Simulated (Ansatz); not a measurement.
## C₄H₆GeS, SMILES [GeH3][c]1cccs1: a comparison of dispersion corrections, step by step

Computed with the Ansatz DFT code, driven from Python.

Interactive session:
```pycon
>>> import ansatz as az
>>> GEOMETRY = '''
... Ge    2.24660   -0.06270   -0.23580
... C     0.33090    0.00500   -0.23150
... C    -0.47220    0.19180    0.88240
... C    -1.83930    0.12430    0.58880
... C    -2.10950   -0.12960   -0.75040
... S    -0.64600   -0.27270   -1.56830
... H     2.77530    0.41340   -1.61270
... H     2.70840   -1.51940    0.02250
... H     2.79640    0.86180    0.88020
... H    -0.08450    0.36640    1.87730
... H    -2.61240    0.24940    1.33520
... H    -3.09370   -0.22760   -1.18790
... '''
>>> mol = az.Crystal.molecule()
>>> for line in GEOMETRY.strip().splitlines():
...     symbol, *xyz = line.split()
...     mol = mol.atom(symbol, [float(v) for v in xyz])
...
>>> setup = mol.calculation().basis(gaussian='def2-SVP')
>>> for name in ['b3lyp', 'pbe0']:
...     for correction in ('d3bj', 'd4'):
...         data = setup.functional(name, dispersion=correction).run(threads=1, pin='off').report
...         print(f'{name:8s} {correction:5s} total {data["free_energy_ev"]:.5f} eV, of which dispersion {1000 * data["dispersion"]["energy"]["ev"]:.2f} meV')
...
b3lyp    d3bj  total -71587.41791 eV, of which dispersion -634.49 meV
b3lyp    d4    total -71587.37832 eV, of which dispersion -594.90 meV
pbe0     d3bj  total -71569.54637 eV, of which dispersion -310.77 meV
pbe0     d4    total -71569.54580 eV, of which dispersion -310.20 meV
```

Reading the output:
- Total energies depend on the basis set; only differences at equal settings carry meaning.
- The geometry is a force-field or estimated start, not a minimum of this method, and the basis set is short of its limit. D4 holds the three-body term, and d3bj doesn't.
- b3lyp holds the VWN-RPA fit, as in Gaussian; the form of ORCA and Turbomole is b3lyp5.
- It ran for 52 s on 1 thread of Arm Neoverse N1, with other jobs on the host, peak memory 0.4 GiB.
